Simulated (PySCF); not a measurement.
# C₅H₃F₅: runs on many settings

Which settings matter for C₅H₃F₅ (`CC#CC(F)(F)C(F)(F)F`)?

Programs: PySCF 2.14.0, with density-fitted response routines of our own. Each step states its level of theory. These are calculated values for one molecule in the gas phase, unless marked as measured. Atoms are numbered from 0 throughout.

## (1) Starting geometry

13 atoms, charge 0, multiplicity 1; geometry from: GFN2-xTB.

Bonds of the start (Å): C0–C1 1.44, C1–C2 1.20, C2–C3 1.45, C3–F4 1.36, C3–F5 1.36, C3–C6 1.56, C6–F7 1.33, C6–F8 1.34, C6–F9 1.34, C0–H10 1.09, C0–H11 1.09, C0–H12 1.09.

## (2) TDDFT and polarisability: PBE0/def2-SVPD

What the job is given:

```
{"job": {"kind": "uv", "xc": "PBE0", "basis": "def2-SVPD", "nstates": 6, "ntriplets": 0, "tda": false, "scf": {"level_shift": 0.2, "guess": "huckel"}}, "charge": 0, "multiplicity": 1}
C     -2.695789     0.260740     0.529579
C     -1.352087     0.057830     0.068256
C     -0.226348    -0.110702    -0.311586
C      1.133918    -0.312124    -0.765350
F      1.449590     0.486911    -1.817292
F      1.352568    -1.585351    -1.184612
C      2.136766    -0.007124     0.385217
F      3.401677    -0.178758     0.016133
F      2.003031     1.253674     0.805050
F      1.906495    -0.802388     1.433165
H     -2.804335     1.278477     0.901178
H     -3.394311     0.098988    -0.289834
H     -2.915566    -0.439687     1.333775
```

Method: TDDFT PBE0/def2-SVPD, vertical, gas phase, core orbitals frozen in the response.

Command:

```
$ OMP_NUM_THREADS=1 python probes_run.py task.json out
```

The driver reads the jobs from task.json and runs them one after another.

What it wrote:

```text
final grid: 130176 points
cycle   1  E = -686.9107086862  dE = -3.783e-01  |g| = 4.627e+00  |ddm| = 1.668e+01
cycle   2  E = -686.2248225249  dE =  6.859e-01  |g| = 4.528e+00  |ddm| = 3.732e+01
cycle   3  E = -690.2068980003  dE = -3.982e+00  |g| = 6.190e-01  |ddm| = 3.259e+01
cycle   4  E = -690.2732077098  dE = -6.631e-02  |g| = 4.022e-01  |ddm| = 3.008e+00
cycle   5  E = -690.3105520480  dE = -3.734e-02  |g| = 7.656e-02  |ddm| = 9.655e-01
cycle   6  E = -690.3123164119  dE = -1.764e-03  |g| = 1.898e-02  |ddm| = 3.487e-01
cycle   7  E = -690.3124635920  dE = -1.472e-04  |g| = 5.945e-03  |ddm| = 1.185e-01
cycle   8  E = -690.3124766438  dE = -1.305e-05  |g| = 2.805e-03  |ddm| = 4.448e-02
cycle   9  E = -690.3124789793  dE = -2.335e-06  |g| = 7.296e-04  |ddm| = 1.606e-02
cycle  10  E = -690.3124791814  dE = -2.022e-07  |g| = 2.395e-04  |ddm| = 5.735e-03
cycle  11  E = -690.3124792077  dE = -2.623e-08  |g| = 1.112e-04  |ddm| = 2.198e-03
cycle  12  E = -690.3124792127  dE = -5.008e-09  |g| = 3.754e-05  |ddm| = 7.048e-04
cycle  13  E = -690.3124792133  dE = -6.219e-10  |g| = 1.621e-05  |ddm| = 2.565e-04
level shift removed, Fock matrix diagonalised once more
converged SCF energy = -690.3124792133

Static polarisability (au): isotropic 64.433, principal 51.714 52.670 88.914

Singlet excitations
state   eV       nm        f      main configurations
  1   6.3069    196.6   0.00037   H->L 0.79, H-1->L+1 0.18
  2   6.5962    188.0   0.00146   H-1->L 0.52, H->L+1 0.46
  3   6.6297    187.0   0.00295   H-1->L+1 0.79, H->L 0.19
  4   7.8790    157.4   0.01020   H->L+2 0.95
  5   7.9164    156.6   0.00597   H-1->L+2 0.97
  6   8.7801    141.2   0.77751   H->L+1 0.33, H-1->L 0.26, H->L+3 0.25
```

Wall time 2.4 min (1 thread of Intel Xeon at 2.50GHz, shared host); peak memory 0.95 GiB.

The orbitals next to the gap, with their largest atomic shares:

```tsv
orbital	eV	atoms
HOMO−3	-12.15	F4 34 %, F5 34 %, F8 14 %
HOMO−2	-10.88	F4 20 %, F5 20 %, C3 15 %
HOMO−1	-8.78	C2 40 %, C1 36 %, C0 8 %
HOMO	-8.74	C2 39 %, C1 36 %, C0 8 %
LUMO	-0.35	C1 26 %, C2 22 %, C3 13 %
LUMO+1	-0.18	C1 26 %, C2 23 %, C3 12 %
LUMO+2	0.37	C0 34 %, C1 19 %, H10 10 %
```

With each of the 6 states as a Gaussian band of 0.4 eV half-width at 1/e, the curve within the window shown has maxima at 142 nm (ε 31,000) L/(mol cm). Beyond the last state computed it falls off for lack of states. The curve at chosen wavelengths:

nm, ε (L/mol/cm) and a bar:
```
      137      17938 ##################
      140      29395 #############################
      143      30191 ##############################
      147      16714 #################
      150       7292 #######
      153       2665 ###
      156       1155 #
      159        732 #
      163        430 
      166        240 
      169        115 
      172         59 
      175         55 
      179         96 
      182        138 
      185        173 
      188        187 
      191        177 
      195        137 
      198        101 
      201         68 
      204         43 
      207         25 
      211         11 
      214          6 
      217          3
```

Leading natural transition orbitals of singlet state 6: the hole lies on C1, C2 about 36 % each; H11 7 %; the particle on F4, F5, F7 about 13 % each; H10, H12 about 10 % each; C1, C2, C3 about 8 % each.

Leading natural transition orbitals of singlet state 1: the hole lies on C1, C2 about 42 % each; the particle on C1 34 %; C2 25 %; C3 12 %.

Ground-state properties from the same run:

```tsv
property	computed
dipole moment (D)	3.92
polarisability (Å³)	9.55
HOMO–LUMO gap (eV)	8.39
−ε(HOMO) (eV)	8.74
```

The fields below are evaluated on a grid from the run's orbitals.

Frontier orbitals at PBE0/def2-SVPD, with the share of their density that lies nearest to each atom:

```tsv
orbital	energy (eV)	lies on
HOMO	-8.74	C1, C2 about 40 % each; H11 6 %
LUMO	-0.35	C1 29 %; C2 21 %; C3 14 %
```

ELF in a plane through or near 7 of the atoms.

Ten even steps from '0' (0.00) to '9' (1.00):
```
0000000000000000000000000000
0000000000000000000000000000
0000000000000000000000000000
0000000000000000000000000000
0000000000000000000000000000
0000000000000000000000000000
0000132011100011000121000000
0001477333310044411454100000
0002686737220377655456200000
0002685753863678359244300000
0001488528958527619348740000
0000255104268728647699982000
0000000002316768762399992000
0000000000222266530189970000
0000000000000024210026410000
0000000000000012100000000000
0000000000000000000000000000
0000000000000000000000000000
0000000000000000000000000000
0000000000000000000000000000
```
The map spans 12.0 Å across and 8.1 Å up, centred on the molecule. Atoms in the plane (x, y in Å): C0 (2.7, 0.1), C1 (1.3, -0.2), C2 (0.2, -0.4), C3 (-1.3, -0.7), C6 (-2.1, 0.6), F7 (-3.4, 0.4), H11 (3.3, -0.8).

On the surface of density 0.002 e/bohr³ the electrostatic potential runs, from the 1st to the 99th percentile, from -0.57 V near F5 to 1.39 V near H10.

## (3) Indirect couplings: BHandHLYP/def2-SVP

Settings changed since step 2:

```diff
@@ -1,2 +1,2 @@
-{"job": {"kind": "uv", "xc": "PBE0", "basis": "def2-SVPD", "nstates": 6, "ntriplets": 0, "tda": false, "scf": {"level_shift": 0.2, "guess": "huckel"}}, "charge": 0, "multiplicity": 1}
+{"job": {"kind": "j", "xc": "BHandHLYP", "basis": "def2-SVP"}, "charge": 0, "multiplicity": 1}
 C     -2.695789     0.260740     0.529579
```

Method: BHandHLYP/def2-SVP indirect spin-spin coupling, non-relativistic, gas phase.

What it wrote:

```text
coarse grid: 12720 points
cycle   1  E = -690.3188207053  dE =  1.867e+00  |g| = 1.220e+00  |ddm| = 4.365e+00
cycle   2  E = -690.2456640674  dE =  7.316e-02  |g| = 1.453e+00  |ddm| = 2.337e+00
cycle   3  E = -690.5909416789  dE = -3.453e-01  |g| = 1.254e-01  |ddm| = 1.367e+00
cycle   4  E = -690.5924598594  dE = -1.518e-03  |g| = 9.464e-02  |ddm| = 1.764e-01
cycle   5  E = -690.5946244993  dE = -2.165e-03  |g| = 1.500e-02  |ddm| = 9.342e-02
cycle   6  E = -690.5946738373  dE = -4.934e-05  |g| = 2.469e-03  |ddm| = 1.824e-02
cycle   7  E = -690.5946753414  dE = -1.504e-06  |g| = 7.832e-04  |ddm| = 3.429e-03
final grid: 130176 points
cycle   8  E = -690.6591059054  dE = -1.841e-05  |g| = 4.107e-03  |ddm| = 1.873e-02
cycle   9  E = -690.6591059615  dE = -5.618e-08  |g| = 4.222e-03  |ddm| = 7.866e-03
cycle  10  E = -690.6591089066  dE = -2.945e-06  |g| = 2.613e-04  |ddm| = 4.135e-03
cycle  11  E = -690.6591089188  dE = -1.225e-08  |g| = 1.236e-04  |ddm| = 4.233e-04
cycle  12  E = -690.6591089217  dE = -2.850e-09  |g| = 5.715e-05  |ddm| = 1.635e-04
cycle  13  E = -690.6591089224  dE = -7.703e-10  |g| = 7.440e-06  |ddm| = 4.886e-05
converged SCF energy = -690.6591089224

Indirect spin-spin couplings (Hz)
  i      j    bonds     total        FC       PSO       DSO        SD
  0 C    4 F    4     -8.606    -8.396    -0.063    -0.148     0.000
  0 C    5 F    4     -8.617    -8.407    -0.062    -0.148    -0.001
  0 C    7 F    5     -1.066    -0.997     0.141    -0.216     0.005
  0 C    8 F    5     -0.990    -0.944    -0.001    -0.047     0.002
  0 C    9 F    5     -1.002    -0.955    -0.001    -0.047     0.001
  0 C   10 H    1    187.597   186.097     0.894     0.607         -
  0 C   11 H    1    188.195   186.701     0.892     0.602         -
  0 C   12 H    1    187.537   186.036     0.895     0.606         -
  1 C    4 F    3     36.785    41.763    -3.198    -0.198    -1.581
  1 C    5 F    3     36.878    41.861    -3.202    -0.198    -1.583
  1 C    7 F    4      7.238     6.825     0.418    -0.318     0.313
  1 C    8 F    4      3.845     4.605    -0.560    -0.004    -0.196
  1 C    9 F    4      3.894     4.656    -0.561    -0.003    -0.197
  1 C   10 H    2    -23.752   -23.520    -0.097    -0.135         -
  1 C   11 H    2    -23.521   -23.275    -0.104    -0.142         -
  1 C   12 H    2    -23.760   -23.528    -0.096    -0.135         -
  2 C    4 F    2     49.930    48.653    -0.100     0.192     1.185
  2 C    5 F    2     50.069    48.787    -0.092     0.192     1.181
  2 C    7 F    3      9.482     9.656     0.254    -0.277    -0.151
  2 C    8 F    3     -5.350    -5.553    -0.166     0.258     0.111
  2 C    9 F    3     -5.315    -5.519    -0.167     0.258     0.112
  2 C   10 H    3     14.212    14.040     0.485    -0.313         -
  2 C   11 H    3     14.213    14.039     0.493    -0.319         -
  2 C   12 H    3     14.201    14.029     0.485    -0.313         -
  3 C    4 F    1   -277.351  -282.399    -8.355     1.466    11.938
  3 C    5 F    1   -277.298  -282.354    -8.351     1.466    11.942
  3 C    7 F    2     68.353    66.322    -0.328     0.312     2.047
  3 C    8 F    2     88.017    88.721    -1.689     0.374     0.611
  3 C    9 F    2     88.192    88.897    -1.688     0.375     0.608
  3 C   10 H    4     -3.760    -3.741     0.069    -0.088         -
  3 C   11 H    4     -3.225    -3.205     0.072    -0.092         -
  3 C   12 H    4     -3.769    -3.749     0.068    -0.088         -
  4 F    5 F    2    639.900   447.786   114.877     0.094    77.144
  4 F    6 C    2     82.851    83.459    -1.865     0.463     0.795
  4 F    7 F    3    -20.980   -12.489    -9.522     0.415     0.616
  4 F    8 F    3    -17.950    -9.508    -7.606     0.384    -1.220
  4 F    9 F    3     38.486    18.605     4.006    -1.447    17.322
  4 F   10 H    5      4.644     4.801     0.250    -0.408     0.001
  4 F   11 H    5      8.867     9.227     0.090    -0.374    -0.076
  4 F   12 H    5     17.922    17.883     0.580    -0.801     0.260
  5 F    6 C    2     82.769    83.382    -1.873     0.462     0.798
  5 F    7 F    3    -20.864   -12.389    -9.522     0.414     0.632
  5 F    8 F    3     38.461    18.567     4.023    -1.447    17.318
  5 F    9 F    3    -17.961    -9.525    -7.593     0.383    -1.226
  5 F   10 H    5     18.305    18.245     0.592    -0.802     0.269
  5 F   11 H    5      7.193     7.555     0.106    -0.399    -0.069
  5 F   12 H    5      5.972     6.145     0.222    -0.381    -0.015
  6 C    7 F    1   -353.921  -331.813   -30.271     1.648     6.516
  6 C    8 F    1   -319.050  -300.035   -28.168     1.643     7.511
  6 C    9 F    1   -319.032  -300.008   -28.176     1.643     7.510
  6 C   10 H    5      1.449     1.459     0.024    -0.034         -
  6 C   11 H    5      3.508     3.540     0.097    -0.130         -
  6 C   12 H    5      1.153     1.163     0.029    -0.040         -
  7 F    8 F    2    439.685   408.446   -11.965     0.012    43.193
  7 F    9 F    2    438.768   407.326   -11.749     0.010    43.180
  7 F   10 H    6      0.650     0.935     0.458    -0.734    -0.009
  7 F   11 H    6      2.094     2.323     0.537    -0.823     0.058
  7 F   12 H    6      0.435     0.719     0.463    -0.739    -0.007
  8 F    9 F    2    476.757   431.379    -0.758     0.038    46.097
  8 F   10 H    6      1.617     1.658    -0.232     0.180     0.011
  8 F   11 H    6      0.494     0.689     0.344    -0.546     0.007
  8 F   12 H    6      0.821     0.912     0.185    -0.269    -0.007
  9 F   10 H    6      0.727     0.807     0.150    -0.224    -0.005
  9 F   11 H    6      0.602     0.799     0.363    -0.567     0.007
  9 F   12 H    6      1.644     1.696    -0.217     0.156     0.010
 10 H   11 H    2    -17.915   -17.342     2.308    -2.881         -
 10 H   12 H    2    -18.147   -17.586     2.292    -2.854         -
 11 H   12 H    2    -17.968   -17.397     2.306    -2.877         -
```

Wall time 85 s (1 thread of Intel Xeon at 2.50GHz, shared host); peak memory 0.86 GiB.

The basis is not made for couplings: without tight functions at the nuclei these values are rough.

A choice of the couplings up to four bonds, sorted by the number of bonds, with means over like pairs; isotopes 13C, 19F, 1H:

```tsv
pair	bonds	J (Hz)	Fermi contact (Hz)
C6–F7	1	-330.7	-310.6
C3–F4	1	-277.3	-282.4
C0–H10	1	187.8	186.3
F4–F5	2	639.9	447.8
F7–F8	2	451.7	415.7
F4–C6	2	82.8	83.4
C3–F7	2	81.5	81.3
C2–F4	2	50.0	48.7
C1–H10	2	-23.7	-23.4
H10–H11	2	-18.0	-17.4
C1–F4	3	36.8	41.8
C2–H10	3	14.2	14.0
C0–F4	4	-8.6	-8.4
C1–F7	4	5.0	5.4
C3–H10	4	-3.6	-3.6
```

The spin-dipole term was solved for some atoms only; pairs without it lack that part.

The response was solved for the nuclei of F, H alone, so couplings that need other nuclei can be missing.

## (4) Nuclear shieldings: PBE0/pcSseg-1

Settings changed since step 3:

```diff
@@ -1,2 +1,2 @@
-{"job": {"kind": "j", "xc": "BHandHLYP", "basis": "def2-SVP"}, "charge": 0, "multiplicity": 1}
+{"job": {"kind": "nmr", "xc": "PBE0", "basis": "pcSseg-1", "pop": true, "scf": {"guess": "vsap"}}, "charge": 0, "multiplicity": 1}
 C     -2.695789     0.260740     0.529579
```

Method: GIAO PBE0/pcSseg-1 NMR shielding, non-relativistic, gas phase.

What it wrote:

```text
final grid: 130176 points
cycle   1  E = -690.0478398264  dE = -8.909e-02  |g| = 1.705e+00  |ddm| = 3.163e+00
cycle   2  E = -689.2307140662  dE =  8.171e-01  |g| = 2.810e+00  |ddm| = 3.704e+00
cycle   3  E = -690.6868242832  dE = -1.456e+00  |g| = 4.831e-01  |ddm| = 2.239e+00
cycle   4  E = -690.7265389751  dE = -3.971e-02  |g| = 1.963e-01  |ddm| = 4.240e-01
cycle   5  E = -690.7345440910  dE = -8.005e-03  |g| = 9.398e-02  |ddm| = 1.976e-01
cycle   6  E = -690.7362421679  dE = -1.698e-03  |g| = 8.125e-03  |ddm| = 6.367e-02
cycle   7  E = -690.7362545411  dE = -1.237e-05  |g| = 2.552e-03  |ddm| = 8.017e-03
cycle   8  E = -690.7362558270  dE = -1.286e-06  |g| = 7.912e-04  |ddm| = 2.777e-03
cycle   9  E = -690.7362559279  dE = -1.009e-07  |g| = 1.918e-04  |ddm| = 8.015e-04
cycle  10  E = -690.7362559335  dE = -5.604e-09  |g| = 5.734e-05  |ddm| = 2.039e-04
cycle  11  E = -690.7362559341  dE = -6.016e-10  |g| = 1.933e-05  |ddm| = 7.393e-05
converged SCF energy = -690.7362559341

GIAO shielding tensors (ppm)
atom      isotropic    diamagn.    paramagn.     s11        s22        s33       span
  0 C      182.754     253.914     -71.160    174.731    175.092    198.437     23.706
  1 C       87.102     264.291    -177.189      2.813      6.773    251.720    248.907
  2 C      112.755     263.791    -151.037     27.759     30.983    279.522    251.763
  3 C       74.840     237.528    -162.688     60.765     75.982     87.773     27.009
  4 F      289.236     472.422    -183.186    174.788    336.468    356.453    181.665
  5 F      289.203     472.314    -183.111    174.773    336.396    356.440    181.667
  6 C       58.343     245.514    -187.170     49.989     59.979     65.062     15.073
  7 F      275.914     467.499    -191.586    201.069    271.777    354.895    153.826
  8 F      262.989     474.536    -211.547    187.532    258.556    342.877    155.345
  9 F      263.014     474.427    -211.413    187.557    258.670    342.816    155.260
 10 H       29.483      29.003       0.480     24.280     27.796     36.373     12.093
 11 H       29.497      27.358       2.140     24.280     27.520     36.691     12.411
 12 H       29.482      28.815       0.667     24.290     27.768     36.387     12.097
```

It took 94 s on 1 thread of Intel Xeon at 2.50GHz, shared host; peak memory 1 GiB.

Shifts follow as δ = σ(reference) − σ, with reference shieldings (ppm) from runs at the same level and on the same kind of geometry: 1H TMS 31.72, 13C TMS 186.9, 19F CFCl3 170.9. The references are single molecules in the gas phase, so shifts against H2O, NH3, PH3, H3PO4 or CFCl3 are not on the usual liquid scales and can be off by tens of ppm. Atoms listed in one row are averaged.

```tsv
atoms	environment	σ (ppm)	δ (ppm)	δ scaled to CDCl3
C6	CF3 carbon	58.3	128.6	123.6
C3	propargylic fully substituted sp3 carbon bonded to 2 F	74.8	112.1	107.5
C1	alkyne carbon	87.1	99.8	95.5
C2	alkyne carbon	112.8	74.2	70.5
C0	propargylic methyl carbon	182.8	4.2	2.2
H10, H11, H12	hydrogen on a propargylic methyl carbon	29.49	2.23	2.21
F7, F8, F9	fluorine of a CF3 group	267.3	-96.4	–
F4, F5	fluorine of a CF2 group	289.2	-118.3	–
```

The scaled column applies a straight-line fit of computed shieldings to shifts measured in CDCl3, and one for carbons that bear F (root-mean-square error 0.16 ppm for H, 1.9 ppm for C).

Charges from the same density, by scheme (e):

```tsv
atoms	Mulliken	IAO	Hirshfeld	ESP fit
C0	-0.18	-0.44	-0.08	-0.58
C1	-0.12	0.05	0.01	0.25
C2	-0.06	-0.13	-0.11	-0.32
C3	0.37	0.53	0.17	0.34
F4, F5	-0.27	-0.28	-0.09	-0.14
C6	0.79	0.79	0.24	0.35
F7, F8, F9	-0.25	-0.27	-0.09	-0.13
```

Mayer bond orders: C0–C1 1.22, C1–C2 2.46, C2–C3 0.93, C3–F4 0.94, C3–F5 0.94, C3–C6 1.00, C6–F7 1.02, C6–F8 1.02, C6–F9 1.02.

## (5) Shielding tensors: KT2/pcSseg-1

Settings changed since step 4:

```diff
@@ -1,2 +1,2 @@
-{"job": {"kind": "nmr", "xc": "PBE0", "basis": "pcSseg-1", "pop": true, "scf": {"guess": "vsap"}}, "charge": 0, "multiplicity": 1}
+{"job": {"kind": "nmr", "xc": "KT2", "basis": "pcSseg-1", "pop": true, "gauge": [0, 0, 0], "scf": {"max_cycle": 92}}, "charge": 0, "multiplicity": 1}
 C     -2.695789     0.260740     0.529579
```

Level: common gauge origin KT2/pcSseg-1 NMR shielding, non-relativistic, gas phase.

What it wrote:

```text
final grid: 130176 points
cycle   1  E = -700.9585753771  dE =  1.696e+00  |g| = 1.369e+00  |ddm| = 3.939e+00
cycle   2  E = -700.0333022470  dE =  9.253e-01  |g| = 2.795e+00  |ddm| = 3.694e+00
cycle   3  E = -701.2325681374  dE = -1.199e+00  |g| = 3.400e-01  |ddm| = 2.716e+00
cycle   4  E = -701.2419021579  dE = -9.334e-03  |g| = 2.800e-01  |ddm| = 5.271e-01
cycle   5  E = -701.2616402132  dE = -1.974e-02  |g| = 5.912e-02  |ddm| = 2.449e-01
cycle   6  E = -701.2624699980  dE = -8.298e-04  |g| = 1.516e-02  |ddm| = 7.620e-02
cycle   7  E = -701.2625116216  dE = -4.162e-05  |g| = 4.803e-03  |ddm| = 2.063e-02
cycle   8  E = -701.2625150664  dE = -3.445e-06  |g| = 1.089e-03  |ddm| = 4.162e-03
cycle   9  E = -701.2625152579  dE = -1.915e-07  |g| = 3.280e-04  |ddm| = 1.277e-03
cycle  10  E = -701.2625152709  dE = -1.303e-08  |g| = 1.629e-04  |ddm| = 3.853e-04
cycle  11  E = -701.2625152748  dE = -3.920e-09  |g| = 2.928e-05  |ddm| = 1.517e-04
cycle  12  E = -701.2625152750  dE = -1.451e-10  |g| = 6.821e-06  |ddm| = 3.698e-05
converged SCF energy = -701.2625152750

GIAO shielding tensors (ppm)
atom      isotropic    diamagn.    paramagn.     s11        s22        s33       span
  0 C      186.499     323.497    -136.998    176.396    178.396    204.703     28.307
  1 C      130.324     451.479    -321.156     64.299     64.768    261.903    197.604
  2 C      178.756     547.890    -369.133    113.201    123.629    299.439    186.238
  3 C      154.553     620.766    -466.213    131.858    155.943    175.858     44.000
  4 F      280.899     556.330    -275.431    157.399    308.564    376.733    219.334
  5 F      280.209     553.318    -273.109    156.796    307.430    376.400    219.605
  6 C      136.016     590.308    -454.292    117.576    144.774    145.698     28.122
  7 F      243.243     419.853    -176.610    154.081    199.607    376.041    221.960
  8 F      274.231     585.481    -311.250    193.175    247.925    381.592    188.416
  9 F      273.430     582.429    -308.999    192.280    246.820    381.189    188.909
 10 H       28.704      21.909       6.796     10.482     21.437     54.194     43.712
 11 H       21.989     -18.536      40.525      4.174     13.028     48.765     44.591
 12 H       27.873      16.945      10.928      9.659     20.090     53.871     44.211
```

Run time: 67 s. Hardware: 1 thread of Intel Xeon at 2.50GHz, shared host; peak memory 0.92 GiB.

It converged, yet the result is unsound: a common gauge origin replaces GIAOs, so the shieldings depend on where the origin lies. Its shieldings differ from those of step 4 (PBE0/pcSseg-1) by up to 80 ppm (C3).

(Part 1 of 2 ends here.)
